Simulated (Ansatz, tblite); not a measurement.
# The cluster Sr₄Te₅−: one state, many levels

An exercise on one series of results from a longer session: the logs are not shown, and one member is left open.

Computed with Ansatz 0.2.0, Gaussian basis. Level: as each input shows.

Levels to be run: GFN1-xTB, GFN2-xTB, PBE-D4/def2-SVP, r2SCAN-D4/def2-SVP, r2SCAN0-D4/def2-SVP, BHLYP-D4/def2-SVP, PBE-D4/def2-SVPD, PBE0-D4/def2-SVPD, MP2/def2-SVPD, RPA/def2-SVPD.

6 further runs of the same task are left out: 3 that didn't finish, 3 set aside as unsound or not needed. Runs told in other sessions of the task aren't counted.

### The structure

The doublet was relaxed beforehand with PBE-D4/def2-SVP. At that level it is the lowest of the isomers that a small search found.

9 atoms, charge -1, spin multiplicity 2.

Bond lengths: Sr1–Te5 3.100 Å, Sr1–Te6 3.163 Å, Sr1–Te7 3.163 Å, Sr2–Te5 3.322 Å, Sr2–Te7 3.323 Å, Sr2–Te8 3.237 Å, Sr2–Te9 3.257 Å, Sr3–Te5 3.322 Å, Sr3–Te6 3.323 Å, Sr3–Te8 3.237 Å, Sr3–Te9 3.257 Å, Sr4–Te6 3.177 Å, Sr4–Te7 3.177 Å, Sr4–Te9 3.080 Å. Angles: Te5–Sr1–Te6 99.7°, Te5–Sr1–Te7 99.7°, Te6–Sr1–Te7 102.3°, Te5–Sr2–Te7 92.2°, Te5–Sr2–Te8 62.8°, Te5–Sr2–Te9 110.7°, Te7–Sr2–Te8 151.4°, Te7–Sr2–Te9 92.9°, Te8–Sr2–Te9 84.3°, Te5–Sr3–Te6 92.2°, Te5–Sr3–Te8 62.8°, Te5–Sr3–Te9 110.7°, Te6–Sr3–Te8 151.4°, Te6–Sr3–Te9 92.9°, Te8–Sr3–Te9 84.3°, Te6–Sr4–Te7 101.6°, Te6–Sr4–Te9 99.3°, Te7–Sr4–Te9 99.3° and more.

Sr, Te take a core potential in the def2 sets. No spin-orbit coupling is included. The ion is computed in the gas phase, without counter-ions or solvent.

PBE0-D4/def2-SVP was run before; its log isn't repeated, and its numbers join the tables.

Set-up of the first run:

Tight binding, by tblite at 300 K electronic temperature and without a spin-polarisation term:

```python
tblite.interface.Calculator('GFN1-xTB', numbers, positions, charge=-1, uhf=1).singlepoint()
```

Tight binding, by tblite at 300 K electronic temperature and without a spin-polarisation term:

```python
tblite.interface.Calculator('GFN2-xTB', numbers, positions, charge=-1, uhf=1).singlepoint()
```

start.molden holds the orbitals of an earlier run on this state, given as this run's starting guess.

in.yaml

```yaml
crystal:
  periodic: [false, false, false]
  atoms:
    - {symbol: Sr, position_ang: [-1.092160, -2.353505, -0.972476]}
    - {symbol: Sr, position_ang: [0.515773, 1.498178, -1.545317]}
    - {symbol: Sr, position_ang: [1.544693, -0.263693, 1.563022]}
    - {symbol: Sr, position_ang: [-2.534102, 0.656729, 1.211078]}
    - {symbol: Te, position_ang: [1.854821, -1.541929, -1.487993]}
    - {symbol: Te, position_ang: [-1.187196, -2.054659, 2.174486]}
    - {symbol: Te, position_ang: [-2.550313, 0.279499, -1.943512]}
    - {symbol: Te, position_ang: [3.559668, 1.239737, -0.475597]}
    - {symbol: Te, position_ang: [-0.111164, 2.539634, 1.476299]}
basis:
  gaussian: {orbitals: def2-SVP, initial_orbitals: start.molden}
total_charge: -1
magnetization: {spin_polarized: true, initial_magnetization: 1}
hamiltonian: {xc: pbe, dispersion: d4}
scf: {omitted_lower_state_checks: [starts]}
output: {orbitals: {seedname: orbitals}}
```

Launch:

```sh
ansatz run in.yaml --threads 4 --pin off --events-out ev --progress --plain --max-ram 6963MiB
```

Steps of the session up to this table: PBE-D4/def2-SVP; r2SCAN-D4/def2-SVP; r2SCAN0-D4/def2-SVP; BHLYP-D4/def2-SVP; PBE-D4/def2-SVPD; PBE0-D4/def2-SVPD; MP2/def2-SVPD; RPA/def2-SVPD.

One of the session's tables, all rows but one given; the rest of the session is left out.

It belongs to the step «Levels side by side». 

| level | HOMO (eV) | LUMO (eV) | gap (eV) |
| --- | --- | --- | --- |
| PBE-D4/def2-SVP | -0.70 | -0.09 | 0.60 |
| PBE-D4/def2-SVPD | -0.78 | -0.18 | 0.60 |
| r2SCAN-D4/def2-SVP | ? | ? | ? |
| PBE0-D4/def2-SVP | -1.53 | 0.61 | 2.14 |
| PBE0-D4/def2-SVPD | -1.59 | 0.54 | 2.13 |
| r2SCAN0-D4/def2-SVP | -1.71 | 0.77 | 2.48 |
| BHLYP-D4/def2-SVP | -2.17 | 1.33 | 3.50 |

Q: Estimate the row for r2SCAN-D4/def2-SVP from the others.

**Answer.** HOMO (eV): -0.91; LUMO (eV): 0.14; gap (eV): 1.04. In the column «HOMO (eV)» it lies between PBE0-D4/def2-SVP (-1.53) and PBE-D4/def2-SVPD (-0.78).
